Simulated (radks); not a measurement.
**Nb³⁺ in [Kr] 4d2: an all-electron calculation**

The task here is to estimate one member of a computed series from the others.

Method: Dirac Kohn-Sham, PBEsol, spin-unpolarised, spherical densities, finite nucleus; open shells fill j = l - 1/2 first. Code: radks (a radial shooting solver on a logarithmic mesh, Libxc functionals) version 1.

### The atom as given

| Quantity | Value |
| --- | --- |
| element | niobium (Z = 41) |
| charge | +3 |
| electrons | 38 |
| configuration | [Kr] 4d2 |
| nuclear rms radius | 4.324 fm |

The first run:

Settings of this run:

```text
Z 41
configuration [Kr] 4d2 5s0 5p0
relativity Dirac
functional pbe_sol,pbe_sol
spin unpolarised
j_filling energy
nucleus finite rms 4.324 fm
c 137.035999084
```

The run is started by

```console
python run_ks.py task.json out
```

The same process makes all the runs of this session.

One of the session's tables, all rows but one given; the rest of the session is left out.

It belongs to the step «Orbitals and density». Radial moments (bohr):

| level | <r> | outermost maximum (interpolated) | 90 % within | nodes |
| --- | --- | --- | --- | --- |
| 1s1/2 | 0.03611 | 0.0235 | 0.0647 | 0 |
| 2s1/2 | 0.1578 | 0.133 | 0.244 | 1 |
| 2p1/2 | 0.1346 | 0.104 | 0.220 | 0 |
| 2p3/2 | 0.1391 | 0.108 | 0.226 | 0 |
| 3s1/2 | 0.4433 | 0.396 | 0.656 | 2 |
| 3p1/2 | 0.4388 | 0.383 | 0.665 | 1 |
| 3p3/2 | 0.4493 | 0.393 | 0.680 | 1 |
| 3d3/2 | 0.4309 | 0.333 | 0.691 | 0 |
| 3d5/2 | 0.4344 | 0.335 | 0.696 | 0 |
| 4s1/2 | 1.147 | 1.03 | 1.67 | 3 |
| 4p1/2 | 1.254 | 1.10 | 1.85 | 2 |
| 4p3/2 | 1.282 | 1.12 | 1.89 | 2 |
| 4d3/2 | 1.703 | 1.39 | 2.63 | 1 |
| 4d5/2 | 1.715 | 1.40 | 2.64 | 1 |
| 5s1/2 | ? | ? | ? | ? |
| 5p1/2 | 3.212 | 2.94 | 4.60 | 3 |
| 5p3/2 | 3.265 | 3.00 | 4.67 | 3 |

**Question.** Estimate the row for 5s1/2.

The run gave: <r>: 2.799; outermost maximum (interpolated): 2.57; 90 % within: 4.00; nodes: 4. In the column «<r>» it lies between 4d5/2 (1.715) and 5p1/2 (3.212).

To keep in mind: Spin polarisation and multiplet splitting are left out.
